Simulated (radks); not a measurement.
# Exchange and kinetic functionals tested on atomic densities: Sr, Sr⁺, Hg⁺, Au, Mg, Tl³⁺

One table from this session's results is given with a row withheld; the runs are named, their logs left out.

The numbers are computed with radks (a radial shooting solver on a logarithmic mesh, Libxc functionals) version 1 (non-relativistic Kohn-Sham, LDA (Slater exchange, Perdew-Wang correlation), spin-polarised, spherical densities, point nucleus; open shells are filled with parallel spins first), except any that are marked as measured or tabulated.

**The system**

- species: Sr ([Kr] 5s2), Sr⁺ ([Kr] 5s1), Hg⁺ ([Xe] 4f14 5d10 6s1), Au ([Xe] 4f14 5d10 6s1), Mg ([Ne] 3s2), Tl³⁺ ([Xe] 4f14 5d10)

The first run:

Input:

```text
Z 38
configuration [Kr] 5s2
relativity non-relativistic
functional lda,pw
spin polarised
nucleus point
```

Steps of the session up to this table: Sr, [Kr] 5s2.

One table of the session follows, with a row left open; its other results are not shown here.

It belongs to the step «Sr, [Kr] 5s2». Radial moments (bohr):

```
level     <r>  outermost maximum (interpolated)  90 % within  nodes
   2s  0.1772                             0.149        0.273      1
   2p  0.1524                             0.118        0.248      0
   3s  0.5045                             0.447        0.748      2
   3p       ?                                 ?            ?      ?
   3d  0.4971                             0.375        0.806      0
   4s   1.383                              1.21         2.03      3
   4p   1.576                              1.33         2.37      2
   5s   4.337                              3.68         6.44      4
```

Q: Estimate the row for 3p from the others.

As computed: <r>: 0.5041; outermost maximum (interpolated): 0.435; 90 % within: 0.766; nodes: 1. In the column «<r>» it lies between 3d (0.4971) and 3s (0.5045).
